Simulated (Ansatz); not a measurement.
# BCl2H4N: the cost of one run

Program: Ansatz 0.2.0. Level of theory: RKS revPBE-D4/def2-SVP. These are calculated values, not measurements.

## (1) The starting structure

Bond lengths: N2–H3 1.060 Å, N2–H4 1.060 Å, B1–Cl5 1.860 Å, B1–Cl6 1.860 Å. Angles: H3–N2–H4 120.0°, Cl5–B1–Cl6 120.0°.

Structure file:

```xyz
8

B     0.0000    0.0000    0.0000
N     0.0000    0.0000    1.9000
H    -0.8770   -0.2713    2.4300
H     0.8770    0.2713    2.4300
Cl    1.6108    0.0000   -0.9300
Cl   -1.6108    0.0000   -0.9300
H    -0.4335    1.3459    0.4698
H    -0.3569    1.1079    1.3606
```

## (2) A restrained relaxation towards end A

Springs on the bonds that form and break draw the guess towards this end; the thresholds are loose.

Contents of input.yaml:

```yaml
crystal:
  periodic: [false, false, false]
  atoms:
    - { symbol: B, position_ang: [0.0, 0.0, 0.0] }
    - { symbol: "N", position_ang: [0.0, 0.0, 1.9] }
    - { symbol: H, position_ang: [-0.877, -0.2713, 2.43] }
    - { symbol: H, position_ang: [0.877, 0.2713, 2.43] }
    - { symbol: Cl, position_ang: [1.6108, 0.0, -0.93] }
    - { symbol: Cl, position_ang: [-1.6108, 0.0, -0.93] }
    - { symbol: H, position_ang: [-0.4335, 1.3459, 0.4698] }
    - { symbol: H, position_ang: [-0.3569, 1.1079, 1.3606] }
basis:
  gaussian: { orbitals: def2-SVP }
hamiltonian:
  xc: revpbe
  dispersion: d4
relax:
  f_tol: 0.15
  max_steps: 25
  restrain:
    - { distance: [0, 6], at: 2.39, k: 30.0 }
    - { distance: [7, 1], at: 2.26, k: 30.0 }
    - { distance: [0, 1], at: 1.55, k: 30.0 }
    - { distance: [7, 6], at: 0.66, k: 30.0 }
```

The run is started by

```
$ ansatz run input.yaml --threads 2 --pin off --max-ram 3072MiB --backend cpu --events-out ev --progress --plain --runs-dir out
```

Q: Estimate wall time and peak memory on 2 threads of Arm Neoverse V2, shared host.

About 13 s, with a peak of 0.12 GiB.
